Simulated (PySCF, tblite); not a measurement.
# C3H9BF2Si: geometry, infrared bands and NMR shifts

Wanted: the infrared bands and NMR shifts of C3H9BF2Si (`C[C@H]([SiH3])CB(F)F`), by calculation.

The runs use tblite 0.8.0 and PySCF 2.14.0, with density-fitted response routines of our own; the level of theory stands in each step. All values are computed, except where a source is named. Atoms count from 0, in the outputs and in this text.

## 1. The starting structure

16 atoms, charge 0, multiplicity 1; geometry from: force field or distance geometry start.

Bonds of the start (Å): C0–C1 1.54, C1–Si2 1.88, C1–C3 1.50, C3–B4 1.60, B4–F5 1.45, B4–F6 1.47, C0–H7 1.11, C0–H8 1.12, C0–H9 1.10, C1–H10 1.10, Si2–H11 1.46, Si2–H12 1.45, Si2–H13 1.49, C3–H14 1.10, C3–H15 1.11.

## 2. Relaxing the molecule with GFN2-xTB

The job: settings as JSON, then the geometry in Å.

```
{"job": {"kind": "relax", "xc": "GFN2-xTB", "basis": "xTB"}, "charge": 0, "multiplicity": 1}
C      0.955600     1.466300     0.250700
C      0.155300     0.177000     0.496600
Si     1.371200    -1.174900     0.023600
C     -1.012500     0.296800    -0.429300
B     -2.017000    -0.947600    -0.355700
F     -2.359800    -1.490200     0.949800
F     -3.186700    -0.753700    -1.228700
H      1.757900     1.611200     1.005600
H      0.188700     2.276000     0.266200
H      1.347500     1.356900    -0.771000
H     -0.089100     0.066200     1.565300
H      1.892600    -1.736900     1.270000
H      0.791700    -2.209800    -0.802500
H      2.527800    -0.576800    -0.703100
H     -0.719700     0.482800    -1.472800
H     -1.611200     1.165500    -0.076000
```

Command:

```bash
> OMP_NUM_THREADS=1 python probes_run.py task.json out
```

The driver reads the jobs from task.json and runs them one after another.

**Question.** This job is followed by: GFN2-xTB harmonic vibrations, gas phase; GIAO PBE0/pcSseg-1 NMR shielding, non-relativistic, gas phase. What will the session give for the following? strongest single infrared mode (GFN2-xTB); zero-point energy (GFN2-xTB); ¹³C shifts against TMS (PBE0/pcSseg-1); ¹H shifts against TMS (PBE0/pcSseg-1, means over atoms taken as alike); ²⁹Si shifts against TMS (PBE0/pcSseg-1); ¹¹B shifts against BF3·OEt2 (PBE0/pcSseg-1); ¹⁹F shifts against CFCl3 (PBE0/pcSseg-1, means over atoms taken as alike).

The runs gave:

| quantity | value |
| --- | --- |
| strongest single infrared mode (GFN2-xTB) | 789 cm⁻¹, 402 km/mol |
| zero-point energy (GFN2-xTB) | 72.3 kcal/mol |
| ¹³C shifts against TMS (PBE0/pcSseg-1) | 23.5, 22.5, 14.0 ppm |
| ¹H shifts against TMS (PBE0/pcSseg-1, means over atoms taken as alike) | 3.73, 1.27, 1.26, 1.20, 1.02 ppm |
| ²⁹Si shifts against TMS (PBE0/pcSseg-1) | -58.8 ppm |
| ¹¹B shifts against BF3·OEt2 (PBE0/pcSseg-1) | 28.4 ppm |
| ¹⁹F shifts against CFCl3 (PBE0/pcSseg-1, means over atoms taken as alike) | -67.1 ppm |

What this shows: The optimisation took 101 steps and gained 1.456 eV; among the close pairs (by a distance rule), B4–F6 changed most, from 1.472 to 1.320 Å. All 42 modes are real, so the xTB geometry is a minimum. The strongest single mode, at 789 cm⁻¹, is carried by H13, H12, H11, Si2. Unscaled tight-binding wavenumbers are off by several per cent, some by more. Its intensities can rank the bands wrongly. At PBE0/pcSseg-1: The largest span, 314 ppm, is at F5, F6, where the paramagnetic term is -230 ppm.
